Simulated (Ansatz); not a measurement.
# C₂H₉NSSi: small, medium and large basis sets

One table from this session's results is given with a row withheld; the runs are named, their logs left out.

The runs use Ansatz 0.2.0, Gaussian basis; one geometry, several basis sets.

Levels to be run: PBE0-D4/def2-SVP; ωB97M-V/def2-SVP; PBE0-D4/def2-QZVPP; ωB97M-V/def2-QZVPP; the functionals' def2-TZVPP values are taken from earlier runs.

### The geometry

The geometry comes from an earlier relaxation with PBE0-D4 in a triple-zeta def2 set; it is a stationary point, not always the lowest conformer.

14 atoms, charge 0, spin multiplicity 1.

Atoms are counted from 1 here; the program's logs count them from 0.

Bond lengths: C1–N2 1.446 Å, C1–H6 1.098 Å, C1–H7 1.094 Å, C1–H8 1.092 Å, N2–Si3 1.711 Å, N2–H9 1.008 Å, Si3–C4 1.861 Å, Si3–S5 2.146 Å, Si3–H10 1.495 Å, C4–H11 1.093 Å, C4–H12 1.092 Å, C4–H13 1.094 Å, S5–H14 1.343 Å. Angles: N2–C1–H6 113.5°, N2–C1–H7 110.9°, N2–C1–H8 109.9°, H6–C1–H7 108.0°, H6–C1–H8 107.5°, H7–C1–H8 106.9°, C1–N2–Si3 126.2°, C1–N2–H9 113.8°, Si3–N2–H9 116.7°, N2–Si3–C4 109.5°, N2–Si3–S5 104.0°, N2–Si3–H10 116.3°, C4–Si3–S5 113.7°, C4–Si3–H10 108.1°, S5–Si3–H10 105.4°, Si3–C4–H11 109.4°, Si3–C4–H12 111.2°, Si3–C4–H13 111.6° and more.

The first run:

in.yaml

```yaml
crystal:
  periodic: [false, false, false]
  atoms:
    - {symbol: C, position_ang: [-1.247239, 1.154257, 1.120772]}
    - {symbol: N, position_ang: [-0.190131, 1.186869, 0.134542]}
    - {symbol: Si, position_ang: [0.372053, -0.140008, -0.787119]}
    - {symbol: C, position_ang: [0.368877, -1.673887, 0.267404]}
    - {symbol: S, position_ang: [2.329585, 0.464212, -1.424976]}
    - {symbol: H, position_ang: [-2.240315, 1.366203, 0.704010]}
    - {symbol: H, position_ang: [-1.056517, 1.875060, 1.921248]}
    - {symbol: H, position_ang: [-1.290749, 0.167233, 1.585248]}
    - {symbol: H, position_ang: [-0.012378, 2.105692, -0.240066]}
    - {symbol: H, position_ang: [-0.380522, -0.439925, -2.044052]}
    - {symbol: H, position_ang: [0.838179, -2.493026, -0.282575]}
    - {symbol: H, position_ang: [0.929297, -1.518176, 1.191959]}
    - {symbol: H, position_ang: [-0.648353, -1.984985, 0.521173]}
    - {symbol: H, position_ang: [2.215215, -0.098618, -2.638668]}
basis:
  gaussian: {orbitals: def2-SVP}
hamiltonian: {xc: pbe0, dispersion: d4}
output: {orbitals: {seedname: orbitals}}
```

Among the steps run: PBE0-D4 in def2-SVP; ωB97M-V in def2-SVP; PBE0-D4 in def2-QZVPP; ωB97M-V in def2-QZVPP.

One of the session's tables, all rows but one given; the rest of the session is left out.

It belongs to the step «Density functionals: the series». 

```
functional       basis  HOMO (eV)  LUMO (eV)
   PBE0-D4    def2-SVP      -6.66       1.05
   PBE0-D4  def2-TZVPP      -6.82       0.59
   PBE0-D4  def2-QZVPP      -6.85       0.29
   ωB97M-V    def2-SVP          ?          ?
   ωB97M-V  def2-TZVPP      -9.12       2.28
   ωB97M-V  def2-QZVPP      -9.16       1.55
```

Q: Estimate the row for ωB97M-V, def2-SVP from the others.

The run gave: HOMO (eV): -8.95; LUMO (eV): 2.94. In the column «HOMO (eV)» it lies between ωB97M-V, def2-TZVPP (-9.12) and PBE0-D4, def2-QZVPP (-6.85).
